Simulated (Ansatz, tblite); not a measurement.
# The cluster Ga₃N₃: spin-state energies by level

Aim: set other spin states of the cluster Ga₃N₃ against its singlet, on many levels of theory.

The runs use Ansatz 0.2.0, Gaussian basis; as each input shows.

The runs, in order: triplet, at the geometry of the singlet (GFN1-xTB, GFN2-xTB, PBE0-D4/def2-TZVP, PBE-D4/def2-TZVP, r2SCAN-D4/def2-TZVP); the singlet's energies come from earlier runs.

3 further runs of the same task are left out: 3 set aside as unsound or not needed.

**1. The geometry**

The geometry is that of the singlet, from an earlier relaxation (B3LYP-D4/def2-SVP). At that level it is the lowest of the isomers that a small search found.

6 atoms, charge 0, spin multiplicity 1.

Bond lengths: Ga1–N4 1.826 Å, Ga1–N6 1.826 Å, Ga2–N4 1.826 Å, Ga2–N5 1.826 Å, Ga3–N5 1.826 Å, Ga3–N6 1.826 Å. Angles: N4–Ga1–N6 149.1°, N4–Ga2–N5 149.1°, N5–Ga3–N6 149.1°, Ga1–N4–Ga2 90.9°, Ga2–N5–Ga3 90.9°, Ga1–N6–Ga3 90.9°.

**2. Triplet at the fixed geometry, GFN1-xTB**

Tight binding, by tblite at 300 K electronic temperature and without a spin-polarisation term:

```python
tblite.interface.Calculator('GFN1-xTB', numbers, positions, charge=0, uhf=2).singlepoint()
```

Energy -360.5410 eV; 0.009 s.

**3. Triplet at the fixed geometry, GFN2-xTB**

Tight binding, by tblite at 300 K electronic temperature and without a spin-polarisation term:

```python
tblite.interface.Calculator('GFN2-xTB', numbers, positions, charge=0, uhf=2).singlepoint()
```

Energy -330.4709 eV; 0.011 s.

**4. Triplet at the fixed geometry, PBE0-D4/def2-TZVP**

in.yaml reads:

```yaml
crystal:
  periodic: [false, false, false]
  atoms:
    - {symbol: Ga, position_ang: [-0.657610, -1.350119, -0.057917]}
    - {symbol: Ga, position_ang: [-0.840186, 1.245834, -0.006798]}
    - {symbol: Ga, position_ang: [1.497857, 0.104195, 0.064827]}
    - {symbol: N, position_ang: [-2.025392, -0.140854, -0.087499]}
    - {symbol: N, position_ang: [0.889176, 1.825630, 0.078474]}
    - {symbol: N, position_ang: [1.136166, -1.684687, 0.008912]}
basis:
  gaussian: {orbitals: def2-TZVP}
magnetization: {spin_polarized: true, initial_magnetization: 2}
hamiltonian: {xc: pbe0, dispersion: d4}
scf: {omitted_lower_state_checks: [starts]}
output: {orbitals: {seedname: orbitals}}
```

On the command line:

```
$ ansatz run in.yaml --threads 4 --pin off --events-out ev --progress --plain --max-ram 4787MiB
```

What it wrote:

```text
Functional definition: PBE0
  name "PBE0"
  cite "Adamo & Barone, J. Chem. Phys. 110, 6158 (1999) doi:10.1063/1.478522"
  cite "Perdew, Burke & Ernzerhof, Phys. Rev. Lett. 77, 3865 (1996) doi:10.1103/PhysRevLett.77.3865"
  parent pbe
  parameter a = 0.25
  parameter kappa = 0.804
  parameter beta = 0.06672455060314922
  exchange = (1 - a)*pbe_x(kappa = kappa, mu = beta*pi^2/3) + a*exact_x
  correlation = pbe_c(beta = beta)
these checks for a lower state are left out or cut short: starts
1704 factors; their error is unknown
mean field evaluation 1: about -161549.1490 eV, gradient 7.9e1 eV
mean field evaluation 2: about -161435.3779 eV, gradient 1.4e2 eV
mean field evaluation 4: about -161563.1250 eV, gradient 4.9e1 eV
mean field evaluation 8: about -161574.6455 eV, gradient 6.3e0 eV
mean field evaluation 16: about -161575.4209 eV, gradient 3.6e-2 eV
mean field evaluation 32: about -161575.4269 eV, gradient 1.5e-3 eV
mean field -161575.42687032 eV, -5937.7874177263 hartree, gradient 3.3e-6 eV, S^2 2.026532; 0 other end points of the search recorded, 0 dependent functions left out
reference -161575.42690090 eV, -5937.7874188502 hartree; 58, 56 occupied and 179, 181 virtual orbitals, 1704 factors
Total energy: -161575.68954966 eV, -5937.7970710141 hartree
Checks for a lower state left out: starts
```

It took 2.7 min on 4 threads of Arm Neoverse N1, shared host; peak memory 1.4 GiB.

From the report: HOMO -5.67 eV, LUMO -5.15 eV (over both spins); ⟨S²⟩ 2.027 (pure: 2.00).

**5. Triplet at the fixed geometry, PBE-D4/def2-TZVP**

start.molden holds the orbitals of an earlier run on this state, given as this run's starting guess.

in.yaml: that of step 4 with these lines changed.

```diff
@@ -10,5 +10,5 @@
 basis:
-  gaussian: {orbitals: def2-TZVP}
+  gaussian: {orbitals: def2-TZVP, initial_orbitals: start.molden}
 magnetization: {spin_polarized: true, initial_magnetization: 2}
-hamiltonian: {xc: pbe0, dispersion: d4}
+hamiltonian: {xc: pbe, dispersion: d4}
 scf: {omitted_lower_state_checks: [starts]}
```

The command is unchanged.

What it wrote:

```text
Functional definition: PBE
  name "PBE"
  cite "Perdew, Burke & Ernzerhof, Phys. Rev. Lett. 77, 3865 (1996) doi:10.1103/PhysRevLett.77.3865"
  parent pbe
  parameter kappa = 0.804
  parameter beta = 0.06672455060314922
  exchange = pbe_x(kappa = kappa, mu = beta*pi^2/3)
  correlation = pbe_c(beta = beta)
these checks for a lower state are left out or cut short: starts
1569 factors; their error is unknown
mean field evaluation 1: about -161573.1178 eV, gradient 1.1e1 eV
mean field evaluation 2: about -161573.4528 eV, gradient 6.6e-1 eV
mean field evaluation 4: about -161573.4425 eV, gradient 1.3e-1 eV
mean field evaluation 8: about -161573.4427 eV, gradient 3.1e-5 eV
mean field evaluation 16: about -161573.4427 eV, gradient 9.1e-6 eV
mean field -161573.44267870 eV, -5937.7145000291 hartree, gradient 9.1e-6 eV, S^2 2.011470; 0 other end points of the search recorded, 0 dependent functions left out
reference -161573.44271940 eV, -5937.7145015250 hartree; 58, 56 occupied and 179, 181 virtual orbitals, 1569 factors
Total energy: -161573.75060817 eV, -5937.7258162285 hartree
Checks for a lower state left out: starts
```

Wall time 28 s (4 threads of Arm Neoverse N1, shared host); peak memory 0.87 GiB.

Report: HOMO -5.11 eV, LUMO -6.07 eV (over both spins; with the spin held, an empty level of the minority spin lies below the top filled one); ⟨S²⟩ 2.011 (pure: 2.00).

**6. Triplet at the fixed geometry, r2SCAN-D4/def2-TZVP**

in.yaml: that of step 5 with these lines changed.

```diff
@@ -12,3 +12,3 @@
 magnetization: {spin_polarized: true, initial_magnetization: 2}
-hamiltonian: {xc: pbe, dispersion: d4}
+hamiltonian: {xc: r2scan, dispersion: d4}
 scf: {omitted_lower_state_checks: [starts]}
```

Launched as before.

What it wrote, cut to the lines that bear on the results:

```text
Functional definition: r2SCAN
  name "r2SCAN"
  cite "Furness, Kaplan, Ning, Perdew & Sun, J. Phys. Chem. Lett. 11, 8208 (2020) doi:10.1021/acs.jpclett.0c02405"
  cite "Furness, Kaplan, Ning, Perdew & Sun, J. Phys. Chem. Lett. 11, 9248 (2020) doi:10.1021/acs.jpclett.0c03077"
  parent r2scan
[...]
1569 factors; their error is unknown
[...]
mean field -161598.66712375 eV, -5938.6414812871 hartree, gradient 5.4e-6 eV, S^2 2.031349; 0 other end points of the search recorded, 0 dependent functions left out
reference -161598.66714034 eV, -5938.6414818969 hartree; 58, 56 occupied and 179, 181 virtual orbitals, 1569 factors
Total energy: -161598.73023081 eV, -5938.6438004287 hartree
Checks for a lower state left out: starts
```

It took 83 s on 4 threads of Arm Neoverse N1, shared host; peak memory 0.96 GiB.

Report: HOMO -5.40 eV, LUMO -5.86 eV (over both spins; with the spin held, an empty level of the minority spin lies below the top filled one); ⟨S²⟩ 2.031 (pure: 2.00).

**7. Triplet less singlet, vertical**

The singlet's energies are those of its earlier runs, whose logs aren't repeated here.

```tsv
level	triplet less singlet, vertical (kJ/mol)	time
GFN1-xTB	+249.9	0.017 s
GFN2-xTB	+137.3	0.02 s
PBE-D4/def2-TZVP	+88.8	35 s
r2SCAN-D4/def2-TZVP	+81.4	95 s
PBE0-D4/def2-TZVP	+111.0	2.9 min
```

Times add the two runs; a level without a time comes out of a correlated run. Tight binding without a spin term can't rank spin states.

**8. Results**

```
                                                quantity                                         value
triplet less singlet, vertical, functionals in def2-TZVP  +81.4 (r2SCAN-D4) to +111.0 kJ/mol (PBE0-D4)
```

All functionals put the triplet above the singlet, over a spread of 29.6 kJ/mol. The checks for a lower triplet were left out, so another state of that spin may lie lower. These are electronic energies, without zero-point motion, entropy or surroundings.
